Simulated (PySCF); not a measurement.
**CH5BrGeO: geometry, NMR shifts, spin-spin couplings, electronic excitations and core binding energies**

Aim: predict the NMR shifts, spin-spin couplings, electronic excitations and core binding energies of CH5BrGeO (`C[O][GeH2][Br]`).

Computed with PySCF 2.14.0, with density-fitted response routines of our own, on a single molecule in the gas phase. Atoms are numbered from 0 throughout.

**1. Starting geometry**

9 atoms, charge 0, multiplicity 1; geometry from: GFN2-xTB.

Bonds of the start (Å): C0–O1 1.41, O1–Ge2 1.74, Ge2–Br3 2.27, C0–H4 1.09, C0–H5 1.09, C0–H6 1.09, Ge2–H7 1.50, Ge2–H8 1.52.

**2. Relaxing the molecule at PBE0-D3(BJ)/def2-SVP**

The job: settings as JSON, then the geometry in Å.

```
{"job": {"xc": "PBE0", "basis": "def2-SVP", "d3": "d3bj", "grid": 1, "kind": "geom"}, "charge": 0, "multiplicity": 1}
C     -1.394825     0.344658    -0.132010
O     -0.397944    -0.382756     0.560129
Ge     1.291050    -0.558838     0.191963
Br     2.170236     1.516531    -0.106839
H     -2.239118     0.452636     0.549086
H     -1.720550    -0.192237    -1.025407
H     -1.041931     1.338575    -0.421911
H      1.795215    -1.190560     1.451441
H      1.551429    -1.322016    -1.091633
```

**Question.** This job is followed by: GIAO PBE0/pcSseg-1 NMR shielding, non-relativistic, gas phase; B3LYP/pcJ-1 Br:pcSseg-1 Ge:pcSseg-1 indirect spin-spin coupling, non-relativistic, gas phase; TDDFT CAM-B3LYP/def2-SVPD, vertical, gas phase, core orbitals frozen in the response; GIAO HF/pcSseg-2 NMR shielding, non-relativistic, gas phase; delta-SCF UKS SCAN, pcX-2 on the ionised atom, pcseg-1 elsewhere, spin-free X2C. Predict these results of the whole session: point group; rotational constants (main isotopes); 13C shifts against TMS (PBE0/pcSseg-1); 1H shifts against TMS (PBE0/pcSseg-1, means over atoms taken as alike); 17O shifts against H2O (PBE0/pcSseg-1); 73Ge shifts against GeMe4 (PBE0/pcSseg-1); 79Br shifts against HBr (PBE0/pcSseg-1); largest coupling of the table (B3LYP/pcSseg-1+pcJ-1); lowest singlet (CAM-B3LYP/def2-SVPD); brightest single state of those computed; lowest triplet; C1s binding energies, SCAN/pcX-2; O1s binding energies, SCAN/pcX-2; range of the shift of Br3.

**Answer**, as computed:

```
                                                              quantity                        value
                                                           point group                           C1
                                  rotational constants (main isotopes)         4.69, 1.56, 1.22 GHz
                                13C shifts against TMS (PBE0/pcSseg-1)                     54.9 ppm
1H shifts against TMS (PBE0/pcSseg-1, means over atoms taken as alike)               5.84, 3.71 ppm
                                17O shifts against H2O (PBE0/pcSseg-1)                     39.7 ppm
                             73Ge shifts against GeMe4 (PBE0/pcSseg-1)                       34 ppm
                               79Br shifts against HBr (PBE0/pcSseg-1)                      -66 ppm
                  largest coupling of the table (B3LYP/pcSseg-1+pcJ-1)      1J(C,H) C0–H4, 147.6 Hz
                                  lowest singlet (CAM-B3LYP/def2-SVPD)  6.41 eV (193 nm), f = 0.022
                              brightest single state of those computed  state 9, 7.90 eV, f = 0.083
                                                        lowest triplet                      5.91 eV
                                      C1s binding energies, SCAN/pcX-2                 C0 292.39 eV
                                      O1s binding energies, SCAN/pcX-2                 O1 537.96 eV
                                             range of the shift of Br3              -177 to -66 ppm
```

Relaxing lowered the energy by 0.086 eV in 15 steps; the close pair that moved most is Ge2–Br3, from 2.274 to 2.311 Å. No frequency check was run at this level, so the end point may be a saddle. At PBE0/pcSseg-1: The largest span, 539 ppm, is at Br3, where the paramagnetic term is -474 ppm. In the run at B3LYP/pcSseg-1+pcJ-1, the largest coupling of the table is C0–H4 (mean over like pairs), 147.6 Hz, of which the Fermi-contact term gives 146.3 Hz. Couplings across rotatable bonds belong to this one conformer; where others are populated, the observed values are averages. The lowest singlet, at 6.41 eV, is HOMO→LUMO 0.87 and is weak; of the 10 states computed, the strongest absorption comes from state 9 at 7.90 eV (the last state computed is bright too, and its partners may lie past the list). The lowest triplet lies 0.50 eV below the lowest singlet (triplets in Tamm-Dancoff, singlets in full TDDFT). Across the 2 runs the shift of Br3 moves most, between -177 (HF/pcSseg-2) and -66 ppm (PBE0/pcSseg-1). Spin-orbit coupling is left out, which matters for shieldings and couplings at and beside the heavy atoms.
